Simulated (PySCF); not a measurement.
# BFH4N2: the cost of one run

Computed with PySCF 2.14.0, with density-fitted response routines of our own, on a single molecule in the gas phase. Atoms count from 0, in the outputs and in this text.

**1. Starting geometry**

8 atoms, charge 0, multiplicity 1; geometry from: GFN2-xTB. The atoms were then displaced at random by about 0.01 Å, so the start is not that level's minimum.

Bonds of the start (Å): N0–B1 1.43, B1–N2 1.41, B1–F3 1.36, N0–H4 0.99, N0–H5 0.97, N2–H6 1.00, N2–H7 0.98.

**2. Relaxing the molecule at PBE0-D3(BJ)/def2-SVP**

Job settings and geometry (Å):

```
{"job": {"xc": "PBE0", "basis": "def2-SVP", "d3": "d3bj", "grid": 1, "shake": 0.01, "kind": "geom"}, "charge": 0, "multiplicity": 1}
N      1.264300    -0.207090     0.063930
B     -0.011060     0.425480    -0.105460
N     -1.255600    -0.228510     0.020920
F      0.007640     1.746320    -0.412180
H      2.096520     0.324100    -0.058020
H      1.368980    -1.144060     0.282230
H     -1.326570    -1.198080     0.258810
H     -2.089080     0.262690    -0.102710
```

Started as:

```bash
> OMP_NUM_THREADS=1 python probes_run.py task.json out
```

This one command runs all jobs of the session in turn.

Q: Estimate the wall time and peak memory of this first job on 1 thread of Arm Neoverse V1, shared host.

About 17 s, with a peak of 0.33 GiB.
